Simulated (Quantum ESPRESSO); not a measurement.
# Sn3Se (Pm-3m) in Quantum ESPRESSO: equation of state

How stiff is Sn3Se in PBEsol, and what volume does it want? The cell is scaled to several volumes.

Program: Quantum ESPRESSO 7.5. These are calculated values, not measurements. Logs are shortened: lines on timing, memory, paths and dates and some standing lists are left out, and cuts for length are marked.

**1. Starting point**

Symmetry: Pm-3m, No. 221, cubic system. The conventional cell has a = 4.742 Å, b = 4.742 Å, c = 4.742 Å, α = 90.00°, β = 90.00°, γ = 90.00°. Around Sn (site symmetry 4/mmm) lie 8 Sn at 3.35 Å and 4 Se at 3.35 Å. Se (site symmetry m-3m) has 12 Sn at 3.35 Å as nearest neighbours.

The cell comes from a database or a generator and needn't be the stable form of this composition.

**2. Single point, PBEsol, 25.06 Å³/atom**

The input, pw.in:

```
&CONTROL
  calculation = 'scf'
  prefix = 'pwscf'
  outdir = './tmp'
  pseudo_dir = './pseudo'
  tprnfor = .true.
  tstress = .true.
  disk_io = 'nowf'
/
&SYSTEM
  ibrav = 0
  nat = 4
  ntyp = 2
  ecutwfc = 68
  ecutrho = 544
  nbnd = 33
  occupations = 'smearing'
  smearing = 'fd'
  degauss = 0.00367493
/
&ELECTRONS
  conv_thr = 8d-10
  electron_maxstep = 120
  mixing_beta = 0.5
/
ATOMIC_SPECIES
Sn   118.7100 sn_pbesol_v1.4.uspp.F.UPF
Se    78.9710 se_pbesol_v1.uspp.F.UPF
CELL_PARAMETERS angstrom
   4.6450787976    0.0000000000    0.0000000000
   0.0000000000    4.6450787976    0.0000000000
   0.0000000000    0.0000000000    4.6450787976
ATOMIC_POSITIONS crystal
Sn     0.5000000000    0.5000000000    0.0000000000
Sn     0.5000000000    0.0000000000    0.5000000000
Sn     0.0000000000    0.5000000000    0.5000000000
Se     0.0000000000    0.0000000000    0.0000000000
K_POINTS automatic
6 6 6 0 0 0
```

Potentials or basis: GBRV 1.5 PBEsol.

On the command line:

```console
> OMP_NUM_THREADS=1 mpirun -n 2 pw.x -nk 2 -in pw.in > pw.out
```

pw.out:

```text
This program is part of the open-source Quantum ESPRESSO suite
     for quantum simulation of materials; please cite
         "P. Giannozzi et al., J. Phys.:Condens. Matter 21 395502 (2009);
         "P. Giannozzi et al., J. Phys.:Condens. Matter 29 465901 (2017);
         "P. Giannozzi et al., J. Chem. Phys. 152 154105 (2020);
     in publications or presentations arising from this work. More details at

     Message from routine setup:
     using ibrav=0 with symmetry is DISCOURAGED, use correct ibrav instead

     K-points division:     npool     =       2
     Subspace diagonalization in iterative solution of the eigenvalue problem:
     a serial algorithm will be used

     G-vector sticks info
     --------------------
     sticks:   dense  smooth     PW     G-vecs:    dense   smooth      PW
     Sum        3341    1669    489               144805    51219    8025

     Using Slab Decomposition

     bravais-lattice index     =            0
     lattice parameter (alat)  =       8.7779  a.u.
     unit-cell volume          =     676.3568 (a.u.)^3
     number of atoms/cell      =            4
     number of atomic types    =            2
     number of electrons       =        48.00
     number of Kohn-Sham states=           33
     kinetic-energy cutoff     =      68.0000  Ry
     charge density cutoff     =     544.0000  Ry
     scf convergence threshold =      8.0E-10
     mixing beta               =       0.5000
     number of iterations used =            8  plain     mixing
     Exchange-correlation= SLA  PW   PSX  PSC
                           (   1   4  10   8   0   0   0)

     celldm(1)=   8.777927  celldm(2)=   0.000000  celldm(3)=   0.000000
     celldm(4)=   0.000000  celldm(5)=   0.000000  celldm(6)=   0.000000

     crystal axes: (cart. coord. in units of alat)
               a(1) = (   1.000000   0.000000   0.000000 )
               a(2) = (   0.000000   1.000000   0.000000 )
               a(3) = (   0.000000   0.000000   1.000000 )

     reciprocal axes: (cart. coord. in units 2 pi/alat)
               b(1) = (  1.000000  0.000000  0.000000 )
               b(2) = (  0.000000  1.000000  0.000000 )
               b(3) = (  0.000000  0.000000  1.000000 )

     PseudoPot. # 1 for Sn read from file:
     sn_pbesol_v1.4.uspp.F.UPF
     Pseudo is Ultrasoft + core correction, Zval = 14.0
     Generated by new atomic code, or converted to UPF format
     Using radial grid of  891 points,  6 beta functions with:
                l(1) =   0
                l(2) =   0
                l(3) =   1
                l(4) =   1
                l(5) =   2
                l(6) =   2
     Q(r) pseudized with  8 coefficients,  rinner =    1.350   1.350   1.350
                                                       1.350   1.350

     PseudoPot. # 2 for Se read from file:
     se_pbesol_v1.uspp.F.UPF
     Pseudo is Ultrasoft + core correction, Zval =  6.0
     Generated by new atomic code, or converted to UPF format
     Using radial grid of  877 points,  6 beta functions with:
                l(1) =   0
                l(2) =   0
                l(3) =   1
                l(4) =   1
                l(5) =   2
                l(6) =   2
     Q(r) pseudized with  8 coefficients,  rinner =    1.300   1.300   1.300
                                                       1.300   1.300

     atomic species   valence    mass     pseudopotential
     Sn               14.00   118.71000     Sn( 1.00)
     Se                6.00    78.97100     Se( 1.00)

     48 Sym. Ops., with inversion, found

   Cartesian axes

     site n.     atom                  positions (alat units)
         1        Sn     tau(   1) = (   0.5000000   0.5000000   0.0000000  )
         2        Sn     tau(   2) = (   0.5000000   0.0000000   0.5000000  )
         3        Sn     tau(   3) = (   0.0000000   0.5000000   0.5000000  )
         4        Se     tau(   4) = (   0.0000000   0.0000000   0.0000000  )

     number of k points=    20  Fermi-Dirac smearing, width (Ry)=  0.0037
                       cart. coord. in units 2pi/alat
        k(    1) = (   0.0000000   0.0000000   0.0000000), wk =   0.0092593
        k(    2) = (   0.0000000   0.0000000   0.1666667), wk =   0.0555556
        k(    3) = (   0.0000000   0.0000000   0.3333333), wk =   0.0555556
        k(    4) = (   0.0000000   0.0000000  -0.5000000), wk =   0.0277778
        k(    5) = (   0.0000000   0.1666667   0.1666667), wk =   0.1111111
        k(    6) = (   0.0000000   0.1666667   0.3333333), wk =   0.2222222
[... 12 lines left out ...]
        k(   19) = (   0.3333333  -0.5000000  -0.5000000), wk =   0.0555556
        k(   20) = (  -0.5000000  -0.5000000  -0.5000000), wk =   0.0092593

     Dense  grid:   144805 G-vectors     FFT dimensions: (  72,  72,  72)

     Smooth grid:    51219 G-vectors     FFT dimensions: (  48,  48,  48)

     Initial potential from superposition of free atoms

     starting charge      44.9998, renormalised to      48.0000
     Starting wfcs are   31 randomized atomic wfcs +    2 random wfcs

     Self-consistent Calculation

     iteration #  1     ecut=    68.00 Ry     beta= 0.50
     Davidson diagonalization with overlap
     ethr =  1.00E-02,  avg # of iterations =  6.1

     total energy              =    -519.50789634 Ry
     estimated scf accuracy    <       2.55030028 Ry

     iteration #  2     ecut=    68.00 Ry     beta= 0.50
     Davidson diagonalization with overlap
     ethr =  5.31E-03,  avg # of iterations =  2.0
[... 18 lines left out ...]
     iteration #  5     ecut=    68.00 Ry     beta= 0.50
     Davidson diagonalization with overlap
     ethr =  6.44E-06,  avg # of iterations =  9.4

     total energy              =    -520.06118439 Ry
     estimated scf accuracy    <       0.00028537 Ry

     iteration #  6     ecut=    68.00 Ry     beta= 0.50
     Davidson diagonalization with overlap
     c_bands:  1 eigenvalues not converged
     ethr =  5.95E-07,  avg # of iterations =  5.3

     total energy              =    -520.06121692 Ry
     estimated scf accuracy    <       0.00003374 Ry

     iteration #  7     ecut=    68.00 Ry     beta= 0.50
     Davidson diagonalization with overlap
     ethr =  7.03E-08,  avg # of iterations =  6.3

     total energy              =    -520.06123814 Ry
     estimated scf accuracy    <       0.00000236 Ry
[... 8 lines left out ...]
     iteration #  9     ecut=    68.00 Ry     beta= 0.50
     Davidson diagonalization with overlap
     ethr =  3.07E-09,  avg # of iterations =  2.7

     total energy              =    -520.06123990 Ry
     estimated scf accuracy    <       0.00000001 Ry

     iteration # 10     ecut=    68.00 Ry     beta= 0.50
     Davidson diagonalization with overlap
     c_bands:  3 eigenvalues not converged
     ethr =  2.51E-11,  avg # of iterations =  8.9

     total energy              =    -520.06123992 Ry
     estimated scf accuracy    <       0.00000002 Ry

     iteration # 11     ecut=    68.00 Ry     beta= 0.50
     Davidson diagonalization with overlap
     ethr =  2.51E-11,  avg # of iterations =  2.4

     End of self-consistent calculation

          k = 0.0000 0.0000 0.0000 (  6403 PWs)   bands (ev):

   -11.0923 -11.0923 -11.0923 -11.0507 -11.0507 -11.0394 -10.9654 -10.9654
   -10.9654 -10.8867 -10.8533 -10.8533 -10.7969 -10.7969 -10.7969  -3.2241
     1.4195   5.8393   5.8393   6.0322   6.0322   6.0322  10.6156  10.6156
    10.6156  13.0379  13.0379  13.0379  14.9213  16.2126  16.2127  16.3550
    16.3551

          k = 0.0000 0.0000 0.1667 (  6427 PWs)   bands (ev):
[... 57 lines left out ...]
   -11.0413 -11.0340 -11.0177 -11.0155 -10.9871 -10.9826 -10.9566 -10.9443
   -10.9417 -10.9336 -10.9303 -10.9086 -10.8787 -10.8664 -10.8630  -2.6063
     1.5377   2.7259   3.8618   7.5483   7.6775   8.3259   9.6077   9.6203
    10.5594  11.1853  12.1228  13.0117  13.3193  15.6344  15.7527  18.8853
    18.8890

          k = 0.0000-0.5000-0.5000 (  6416 PWs)   bands (ev):

   -11.0413 -11.0413 -11.0191 -10.9878 -10.9861 -10.9790 -10.9457 -10.9415
   -10.9415 -10.9297 -10.9297 -10.9121 -10.9038 -10.8714 -10.8714  -2.5331
     2.4912   2.4912   2.5552   7.9169   8.1519   8.6376   8.6376  10.0806
    10.6559  10.6559  10.7197  14.0363  14.0363  16.4203  16.5517  18.1809
    18.9510

          k = 0.1667 0.1667 0.1667 (  6394 PWs)   bands (ev):

   -11.0703 -11.0636 -11.0636 -11.0246 -11.0246 -11.0045 -10.9852 -10.9597
   -10.9597 -10.9178 -10.8696 -10.8696 -10.8343 -10.8343 -10.8181  -2.9658
     1.2708   4.2289   4.2289   7.2979   7.7595   7.7595   8.6551  10.6284
    10.6284  11.8698  11.8698  13.6685  13.7164  16.0505  16.7523  16.7523
    17.0172
[... 27 lines left out ...]
   -11.0446 -11.0360 -11.0314 -11.0200 -10.9985 -10.9758 -10.9712 -10.9492
   -10.9473 -10.9326 -10.9018 -10.8969 -10.8761 -10.8669 -10.8522  -2.5530
     1.7353   2.8436   3.9971   6.2007   6.8988   8.1275   9.0937   9.6468
    11.4391  11.9064  12.7414  13.8711  14.3260  15.7800  15.7931  18.9622
    18.9951

          k = 0.1667-0.5000-0.5000 (  6392 PWs)   bands (ev):

   -11.0417 -11.0417 -11.0374 -11.0071 -10.9898 -10.9767 -10.9767 -10.9713
   -10.9459 -10.9009 -10.8967 -10.8967 -10.8826 -10.8675 -10.8675  -2.4839
     2.6766   2.6766   2.7450   6.4602   7.4451   7.4451   8.1945   9.9331
    11.7541  11.7541  12.9205  14.4572  14.4572  16.5691  16.6359  18.3973
    19.1462

          k = 0.3333 0.3333 0.3333 (  6406 PWs)   bands (ev):

   -11.0485 -11.0479 -11.0479 -11.0218 -11.0014 -10.9800 -10.9800 -10.9545
   -10.9545 -10.9196 -10.8875 -10.8875 -10.8656 -10.8656 -10.8373  -2.5082
     1.9462   3.5842   3.5842   6.2136   6.2287   6.2287   8.4283  10.7089
    12.2046  12.2046  13.9986  13.9986  15.5538  16.6175  16.6175  17.8252
    18.3662

          k = 0.3333 0.3333-0.5000 (  6386 PWs)   bands (ev):

   -11.0518 -11.0476 -11.0398 -11.0229 -11.0170 -10.9978 -10.9789 -10.9560
   -10.9495 -10.9045 -10.8819 -10.8754 -10.8704 -10.8612 -10.8444  -2.4403
     2.3186   3.0912   4.0756   5.3978   5.6866   6.7397   7.5023  11.1512
    12.4169  12.4662  14.2396  15.7912  15.8625  15.8660  16.2604  18.9666
    19.1552

          k = 0.3333-0.5000-0.5000 (  6412 PWs)   bands (ev):

   -11.0590 -11.0441 -11.0441 -11.0355 -11.0058 -11.0041 -11.0041 -10.9533
   -10.9465 -10.8842 -10.8800 -10.8800 -10.8539 -10.8519 -10.8519  -2.3806
     3.2018   3.2018   3.2646   5.4073   5.8968   5.8968   6.4686  11.8300
    12.6261  12.6261  15.4738  15.9597  15.9597  16.8234  16.9335  18.5551
    19.7312

          k =-0.5000-0.5000-0.5000 (  6272 PWs)   bands (ev):

   -11.0673 -11.0467 -11.0467 -11.0467 -11.0123 -11.0123 -11.0123 -10.9467
   -10.9467 -10.8772 -10.8772 -10.8772 -10.8424 -10.8424 -10.8424  -2.3263
     3.7056   3.7056   3.7056   5.0310   5.0310   5.0310   5.6213  12.8227
    12.8227  12.8227  16.9294  16.9294  17.1723  17.1723  17.1723  17.8988
    20.7814

     the Fermi energy is    10.6329 ev

!    total energy              =    -520.06123992 Ry
     estimated scf accuracy    <          2.1E-10 Ry
     smearing contrib. (-TS)   =      -0.00158138 Ry
     internal energy E=F+TS    =    -520.05965855 Ry

     The total energy is F=E-TS. E is the sum of the following terms:
     one-electron contribution =    -167.85815756 Ry
     hartree contribution      =     118.02570279 Ry
     xc contribution           =    -157.04279509 Ry
     ewald contribution        =    -313.18440869 Ry

     convergence has been achieved in  11 iterations

     Forces acting on atoms (cartesian axes, Ry/au):

     atom    1 type  1   force =     0.00000000    0.00000000    0.00000000
     atom    2 type  1   force =     0.00000000    0.00000000    0.00000000
     atom    3 type  1   force =     0.00000000    0.00000000    0.00000000
     atom    4 type  2   force =     0.00000000    0.00000000    0.00000000

     Total force =     0.000000     Total SCF correction =     0.000000

     Computing stress (Cartesian axis) and pressure

          total   stress  (Ry/bohr**3)                   (kbar)     P=        2.09
   0.00001420   0.00000000   0.00000000            2.09        0.00        0.00
   0.00000000   0.00001420   0.00000000            0.00        2.09        0.00
   0.00000000   0.00000000   0.00001420            0.00        0.00        2.09

=------------------------------------------------------------------------------=
   JOB DONE.
=------------------------------------------------------------------------------=
```

Wall time 55 s (2 MPI ranks of Arm Neoverse V2, shared host); peak memory 0.72 GiB.

What came out:

| Quantity | Value |
| --- | --- |
| Free energy | -7075.7936 eV |
| Pressure | 0.2 GPa |
| Band gap on the k mesh | none (metal or under the smearing width) |

**3. Single point, PBEsol, 25.59 Å³/atom**

pw.in: that of step 2 with these lines changed.

```diff
@@ -29,5 +29,5 @@
 CELL_PARAMETERS angstrom
-   4.6450787976    0.0000000000    0.0000000000
-   0.0000000000    4.6450787976    0.0000000000
-   0.0000000000    0.0000000000    4.6450787976
+   4.6777916979    0.0000000000    0.0000000000
+   0.0000000000    4.6777916979    0.0000000000
+   0.0000000000    0.0000000000    4.6777916979
 ATOMIC_POSITIONS crystal
```

Potentials or basis: GBRV 1.5 PBEsol.

On the command line:

```console
> OMP_NUM_THREADS=1 mpirun -n 2 pw.x -nk 2 -in pw.in > pw.out
```

Run time: 56 s. Hardware: 2 MPI ranks of Arm Neoverse V2, shared host; peak memory 0.74 GiB.

Results (log left out):

- Free energy: -7075.7914 eV
- Pressure: -0.9 GPa
- Band gap on the k mesh: none (metal or under the smearing width)

**4. Single point, PBEsol, 26.12 Å³/atom**

pw.in: that of step 3 with these lines changed.

```diff
@@ -29,5 +29,5 @@
 CELL_PARAMETERS angstrom
-   4.6777916979    0.0000000000    0.0000000000
-   0.0000000000    4.6777916979    0.0000000000
-   0.0000000000    0.0000000000    4.6777916979
+   4.7100533498    0.0000000000    0.0000000000
+   0.0000000000    4.7100533498    0.0000000000
+   0.0000000000    0.0000000000    4.7100533498
 ATOMIC_POSITIONS crystal
```

On the command line:

```console
> OMP_NUM_THREADS=1 mpirun -n 2 pw.x -nk 2 -in pw.in > pw.out
```

It took 55 s on 2 MPI ranks of Arm Neoverse V2, shared host; peak memory 0.74 GiB.

The run converged. Its results:

- Free energy: -7075.7747 eV
- Pressure: -1.9 GPa
- Band gap on the k mesh: none (metal or under the smearing width)

**5. Single point, PBEsol, 26.66 Å³/atom**

pw.in: that of step 4 with these lines changed.

```diff
@@ -29,5 +29,5 @@
 CELL_PARAMETERS angstrom
-   4.7100533498    0.0000000000    0.0000000000
-   0.0000000000    4.7100533498    0.0000000000
-   0.0000000000    0.0000000000    4.7100533498
+   4.7418790000    0.0000000000    0.0000000000
+   0.0000000000    4.7418790000    0.0000000000
+   0.0000000000    0.0000000000    4.7418790000
 ATOMIC_POSITIONS crystal
```

On the command line:

```console
> OMP_NUM_THREADS=1 mpirun -n 2 pw.x -nk 2 -in pw.in > pw.out
```

Wall time 57 s (2 MPI ranks of Arm Neoverse V2, shared host); peak memory 0.76 GiB.

The run converged. Its results:

- Free energy: -7075.7452 eV
- Pressure: -2.9 GPa
- Band gap on the k mesh: none (metal or under the smearing width)

**6. Single point, PBEsol, 27.19 Å³/atom**

pw.in: that of step 5 with these lines changed.

```diff
@@ -29,5 +29,5 @@
 CELL_PARAMETERS angstrom
-   4.7418790000    0.0000000000    0.0000000000
-   0.0000000000    4.7418790000    0.0000000000
-   0.0000000000    0.0000000000    4.7418790000
+   4.7732830874    0.0000000000    0.0000000000
+   0.0000000000    4.7732830874    0.0000000000
+   0.0000000000    0.0000000000    4.7732830874
 ATOMIC_POSITIONS crystal
```

Potentials or basis: GBRV 1.5 PBEsol.

On the command line:

```console
> OMP_NUM_THREADS=1 mpirun -n 2 pw.x -nk 2 -in pw.in > pw.out
```

Run time: 64 s. Hardware: 2 MPI ranks of Arm Neoverse V2, shared host; peak memory 0.8 GiB.

The run converged. Its results:

```
Free energy            : -7075.7041 eV
Pressure               : -3.7 GPa
Band gap on the k mesh : none (metal or under the smearing width)
```

**7. Single point, PBEsol, 27.72 Å³/atom**

pw.in: that of step 6 with these lines changed.

```diff
@@ -29,5 +29,5 @@
 CELL_PARAMETERS angstrom
-   4.7732830874    0.0000000000    0.0000000000
-   0.0000000000    4.7732830874    0.0000000000
-   0.0000000000    0.0000000000    4.7732830874
+   4.8042793006    0.0000000000    0.0000000000
+   0.0000000000    4.8042793006    0.0000000000
+   0.0000000000    0.0000000000    4.8042793006
 ATOMIC_POSITIONS crystal
```

On the command line:

```console
> OMP_NUM_THREADS=1 mpirun -n 2 pw.x -nk 2 -in pw.in > pw.out
```

It took 64 s on 2 MPI ranks of Arm Neoverse V2, shared host; peak memory 0.8 GiB.

Results (log left out):

```
Free energy            : -7075.6527 eV
Pressure               : -4.4 GPa
Band gap on the k mesh : none (metal or under the smearing width)
```

**8. Single point, PBEsol, 28.26 Å³/atom**

pw.in: that of step 7 with these lines changed.

```diff
@@ -29,5 +29,5 @@
 CELL_PARAMETERS angstrom
-   4.8042793006    0.0000000000    0.0000000000
-   0.0000000000    4.8042793006    0.0000000000
-   0.0000000000    0.0000000000    4.8042793006
+   4.8348806308    0.0000000000    0.0000000000
+   0.0000000000    4.8348806308    0.0000000000
+   0.0000000000    0.0000000000    4.8348806308
 ATOMIC_POSITIONS crystal
```

On the command line:

```console
> OMP_NUM_THREADS=1 mpirun -n 2 pw.x -nk 2 -in pw.in > pw.out
```

Wall time 64 s (2 MPI ranks of Arm Neoverse V2, shared host); peak memory 0.8 GiB.

Results (log left out):

| Property | Result |
| --- | --- |
| Free energy | -7075.5922 eV |
| Pressure | -5.0 GPa |
| Band gap on the k mesh | none (metal or under the smearing width) |

**9. Equation of state, PBEsol**

Potentials or basis: GBRV 1.5 PBEsol.

This step only gathers the single runs of the series.

Results:

- Equilibrium volume: 25.24 Å³/atom
- Bulk modulus: 55 GPa
- Pressure derivative of the bulk modulus: 4.3

Energy against volume, from the lowest point:
| volume (Å³/atom) | energy (meV/atom) |
| --- | --- |
| 25.056 | 0.00 |
| 25.590 | 0.57 |
| 26.123 | 4.74 |
| 26.656 | 12.11 |
| 27.189 | 22.38 |
| 27.722 | 35.23 |
| 28.255 | 50.37 |
